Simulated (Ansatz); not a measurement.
Predict the output of the script below (Ansatz's Python interface).

`ch7alclnsi.xyz`
```text
12

N    -0.05150    2.10500    1.66780
Al   -0.81930    0.52390    0.94570
C    -0.34390   -0.06930   -0.89920
Si    0.60640   -1.72250   -0.78950
Cl    0.79810    1.10510   -1.63500
H    -0.36530    2.92740    0.99110
H     0.96680    2.06380    1.62310
H    -1.76690   -0.34580    1.82120
H    -1.22040   -0.14000   -1.46690
H     0.90190   -2.17410   -2.11570
H    -0.39350   -2.71390   -0.16360
H     1.76460   -1.61500    0.05510
```

Script `run_methods.py`:
```python
"""CH7AlClNSi at several levels of theory."""

from pathlib import Path

import ansatz as az
import numpy as np

ch7alclnsi = az.Crystal.molecule_from_extxyz("ch7alclnsi.xyz")

base = ch7alclnsi.calculation().basis(gaussian="cc-pVDZ")

print("functional    E (Ha)        dipole (D)   HOMO (eV)  LUMO (eV)")
for name in ["hf", "b3lyp", "cam_b3lyp", "pbe", "pbe0", "r2scan0"]:
    data = base.functional(name).forces().orbitals().run(threads=1, runs_dir="runs").report
    lines = Path(data["orbitals_path"]).read_text().splitlines()
    field_of = lambda key: [line.split("=")[1].strip() for line in lines if line.startswith(key)]
    orbitals = [(27.211386 * float(e), s, float(n)) for e, s, n in zip(field_of("Ene="), field_of("Spin="), field_of("Occup="))]
    homo = max(e for e, _, n in orbitals if n > 0.5)
    lumo = min(e for e, _, n in orbitals if n < 0.5)
    dipole = 4.803205 * np.linalg.norm(data["charge_distribution"]["dipole_moment_e_ang"])
    print(f"{name:10s} {data['free_energy_ev'] / 27.211386246:14.6f} {dipole:9.3f} {homo:11.3f} {lumo:10.3f}")
```

```console
$ python run_methods.py
functional    E (Ha)        dipole (D)   HOMO (eV)  LUMO (eV)
hf           -1086.740189     1.193     -10.115      1.387
b3lyp        -1089.239859     0.862      -6.606     -1.559
cam_b3lyp    -1089.147566     0.921      -8.235     -0.416
pbe          -1088.571235     0.750      -5.482     -2.133
pbe0         -1088.680213     0.874      -6.896     -1.380
r2scan0      -1089.023041     0.920      -7.111     -1.219
```

Total energies depend on the basis set; only differences at equal settings carry meaning. The geometry is a force-field or estimated start, not a minimum of this method, and the basis set is short of its limit. A lower total doesn't mark the better method: functionals have no common bound, and MP2 and coupled cluster aren't variational. b3lyp holds the VWN-RPA fit, as in Gaussian; the form of ORCA and Turbomole is b3lyp5. Levels such as HOMO and LUMO are orbital energies: with these approximate functionals they aren't the ionisation energy and electron affinity, and their gap isn't the fundamental gap. For Al to Cl the sets with a tight d function, cc-pV(X+d)Z, are usual. Finished in 43 s on 1 thread of Arm Neoverse V2, with other jobs on the host, peak memory 0.4 GiB.
